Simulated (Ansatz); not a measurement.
# TaNH₃+ (septet): the correlation ladder, def2-SVP

One table from this session's results is given with a row withheld; the runs are named, their logs left out.

Method: def2-SVP, core rule «outside noble gas», up to 5 orbitals frozen; program: Ansatz 0.2.0, Gaussian basis.

The runs, in order: UHF; CCSD(T) on ROHF; CCSD(T) on UHF; CISD as a restricted active space (open shells left free, so some higher excitations enter); CCSDT(Q) on ROHF; CCSDT(Q) on UHF.

5 further runs of the same task are left out: 2 for a known fault of the program, 3 set aside as unsound or not needed. Runs told in other sessions of the task aren't counted.

## The geometry

The geometry is a PBE0/def2-TZVP stationary point (not a proven minimum) of the parent state, kept for this charge and spin. No spin-orbit coupling is included. Elements past krypton take def2 core potentials.

5 atoms, charge 1, spin multiplicity 7.

Atoms are counted from 1 here; the program's logs count them from 0.

Bond lengths: Ta1–N2 2.238 Å, N2–H3 1.021 Å, N2–H4 1.021 Å, N2–H5 1.021 Å. Angles: Ta1–N2–H3 113.0°, Ta1–N2–H4 113.0°, Ta1–N2–H5 113.0°, H3–N2–H4 105.7°, H3–N2–H5 105.7°, H4–N2–H5 105.7°.

The first run:

in.yaml

```yaml
crystal:
  periodic: [false, false, false]
  atoms:
    - {symbol: Ta, position_ang: [-0.198620, 0.001311, 0.001055]}
    - {symbol: N, position_ang: [2.039579, -0.013462, -0.010831]}
    - {symbol: H, position_ang: [2.431818, -0.955626, -0.007922]}
    - {symbol: H, position_ang: [2.445429, 0.457999, 0.798207]}
    - {symbol: H, position_ang: [2.436730, 0.449352, -0.829126]}
basis:
  gaussian: {orbitals: def2-SVP}
total_charge: 1
magnetization: {spin_polarized: true, initial_magnetization: 6}
hamiltonian: {xc: hf}
output: {orbitals: {seedname: orbitals}}
```

The run is started by

```console
> ansatz run in.yaml --threads 1 --pin off --events-out ev --progress --plain --max-ram 4096MiB --backend cpu
```

Steps of the session up to this table: UHF; CCSD(T) on ROHF; CCSD(T) on UHF; CISD as a restricted active space (open shells left free, so some higher excitations enter); CCSDT(Q) on ROHF; CCSDT(Q) on UHF.

One table of the session follows, with a row left open; its other results are not shown here.

| method | from RCCSDT(Q) (kJ/mol) |
| --- | --- |
| ROHF | +591.7 |
| UHF | +571.7 |
| RMP2 | +83.3 |
| UMP2 | +72.7 |
| RCCSD | +12.6 |
| UCCSD | +1.7 |
| RCCSD(T) | +2.1 |
| UCCSD(T) | ? |
| RCCSDT | +0.6 |
| UCCSDT | -10.1 |
| RCCSDT(Q) | 0 |
| UCCSDT(Q) | -10.7 |

**Question.** Estimate the row for UCCSD(T).

**Answer.** from RCCSDT(Q) (kJ/mol): -8.6. In the column «from RCCSDT(Q) (kJ/mol)» it lies between UCCSDT (-10.1) and RCCSDT(Q) (0).

Not comparable, so not listed: CISD as a restricted active space (open shells left free, so some higher excitations enter) (they don't share determinant, frozen orbitals or solution with the rows shown, or repeat one).

Limits of these values: Restricted and unrestricted rows rest on different reference determinants; a gap between their highest levels can come from leftover correlation error, from unlike frozen cores or from another state.
